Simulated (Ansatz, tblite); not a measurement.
**The cluster In8P7Cl3: rung by rung**

An exercise on one series of results from a longer session: the logs are not shown, and one member is left open.

Computed with Ansatz 0.2.0, Gaussian basis. Level: as each input shows.

Plan: GFN1-xTB, GFN2-xTB, PBE-D4/def2-TZVP, r2SCAN-D4/def2-TZVP, B3LYP-D4/def2-TZVP, BLYP-D4/def2-TZVP, B97M-V/def2-TZVP, PBE+5HF/def2-SVP, PBE+10HF/def2-SVP, PBE+15HF/def2-SVP, PBE+35HF/def2-SVP, PBE+50HF/def2-SVP, PBE-D4/def2-SVP, PBE0-D4/def2-SVP, MP2/def2-SVP, RPA/def2-SVP.

1 further run of the same task is left out (for a known fault of the program).

## The geometry

The geometry is that of the singlet, from an earlier relaxation (r2SCAN-D4/def2-SVP).

18 atoms, charge 0, spin multiplicity 1.

Bond lengths: P1–In8 2.419 Å, P1–In11 2.441 Å, P2–In9 2.542 Å, P2–In11 2.532 Å, P2–In12 2.592 Å, P3–In8 2.521 Å, P3–In9 2.594 Å, P3–In13 2.508 Å, P4–In10 2.482 Å, P4–In13 2.636 Å, P4–In14 2.556 Å, P5–In12 2.630 Å, P5–In13 2.509 Å, P5–In14 2.586 Å, P6–In10 2.451 Å, P6–In15 2.382 Å, P7–In12 2.636 Å, P7–In14 2.597 Å and more. Angles: In8–P1–In11 80.7°, In9–P2–In11 90.4°, In9–P2–In12 109.1°, In11–P2–In12 79.2°, In8–P3–In9 78.6°, In8–P3–In13 97.9°, In9–P3–In13 82.1°, In10–P4–In13 104.6°, In10–P4–In14 94.1°, In13–P4–In14 76.3°, In12–P5–In13 88.8°, In12–P5–In14 71.8°, In13–P5–In14 78.0°, In10–P6–In15 81.0°, In12–P7–In14 71.5°, In12–P7–In15 92.7°, In14–P7–In15 88.4°, P1–In8–P3 154.7° and more.

In takes a core potential in the def2 sets. No spin-orbit coupling is included.

PBE0-D4/def2-TZVP was run before; its log isn't repeated, and its numbers join the tables.

Set-up of the first run:

Tight binding, by tblite at 300 K electronic temperature and without a spin-polarisation term:

```python
tblite.interface.Calculator('GFN1-xTB', numbers, positions, charge=0, uhf=0).singlepoint()
```

Tight binding, by tblite at 300 K electronic temperature and without a spin-polarisation term:

```python
tblite.interface.Calculator('GFN2-xTB', numbers, positions, charge=0, uhf=0).singlepoint()
```

start.molden holds the orbitals of an earlier run on this state, given as this run's starting guess.

Contents of in.yaml:

```yaml
crystal:
  periodic: [false, false, false]
  atoms:
    - {symbol: P, position_ang: [0.018728, 1.140772, -4.697167]}
    - {symbol: P, position_ang: [0.974992, -1.483324, -0.784787]}
    - {symbol: P, position_ang: [-3.152109, 0.729873, -1.089032]}
    - {symbol: P, position_ang: [-1.532119, 1.158693, 2.846156]}
    - {symbol: P, position_ang: [0.778356, 3.092198, 0.234099]}
    - {symbol: P, position_ang: [0.655417, -2.968190, 3.592720]}
    - {symbol: P, position_ang: [3.212593, 0.848710, 2.305260]}
    - {symbol: In, position_ang: [-1.897561, 0.739138, -3.275961]}
    - {symbol: In, position_ang: [-1.559532, -1.294200, -0.776946]}
    - {symbol: In, position_ang: [-0.921971, -1.247626, 2.846475]}
    - {symbol: In, position_ang: [1.077800, -0.251047, -2.994094]}
    - {symbol: In, position_ang: [1.997374, 0.776941, -0.032927]}
    - {symbol: In, position_ang: [-1.412936, 1.872286, 0.310922]}
    - {symbol: In, position_ang: [0.878065, 1.957951, 2.555485]}
    - {symbol: In, position_ang: [2.211080, -1.258490, 3.018963]}
    - {symbol: Cl, position_ang: [-2.122344, -2.153498, -3.056710]}
    - {symbol: Cl, position_ang: [-2.571943, -2.503797, 1.209801]}
    - {symbol: Cl, position_ang: [3.366111, 0.843608, -2.212246]}
basis:
  gaussian: {orbitals: def2-TZVP, fitting: {mean_field: def2-universal-jkfit}, initial_orbitals: start.molden}
hamiltonian: {xc: pbe, dispersion: d4}
scf: {omitted_lower_state_checks: [starts]}
output: {orbitals: {seedname: orbitals}}
```

The run is started by

```
> ansatz run in.yaml --threads 2 --pin off --events-out ev --progress --plain --max-ram 32768MiB --backend cuda --devices 0, --max-vram 18GiB
```

Steps of the session up to this table: PBE-D4/def2-TZVP; r2SCAN-D4/def2-TZVP; B3LYP-D4/def2-TZVP; BLYP-D4/def2-TZVP; B97M-V/def2-TZVP; PBE+5HF/def2-SVP; PBE+10HF/def2-SVP; PBE+15HF/def2-SVP; PBE+35HF/def2-SVP; PBE+50HF/def2-SVP; PBE-D4/def2-SVP; PBE0-D4/def2-SVP; MP2/def2-SVP; RPA/def2-SVP.

One table of the session follows, with a row left open; its other results are not shown here.

It belongs to the step «Binding energy». 

| level | binding an atom (eV) |
| --- | --- |
| HF/def2-SVP | 1.244 |
| PBE-D4/def2-SVP | 2.691 |
| PBE-D4/def2-TZVP | 2.706 |
| BLYP-D4/def2-TZVP | 2.491 |
| r2SCAN-D4/def2-TZVP | 2.633 |
| B97M-V/def2-TZVP | ? |
| B3LYP-D4/def2-TZVP | 2.482 |
| PBE0-D4/def2-SVP | 2.605 |
| PBE0-D4/def2-TZVP | 2.631 |
| RPA/def2-SVP | 2.135 |
| MP2/def2-SVP | 2.380 |

Q: Estimate the row for B97M-V/def2-TZVP from the others.

**Answer.** binding an atom (eV): 2.689. In the column «binding an atom (eV)» it lies between r2SCAN-D4/def2-TZVP (2.633) and PBE-D4/def2-SVP (2.691).

To keep in mind: Free atoms were run apart at each level; binding is atoms less cluster, divided by the number of atoms, without zero-point or spin-orbit terms.
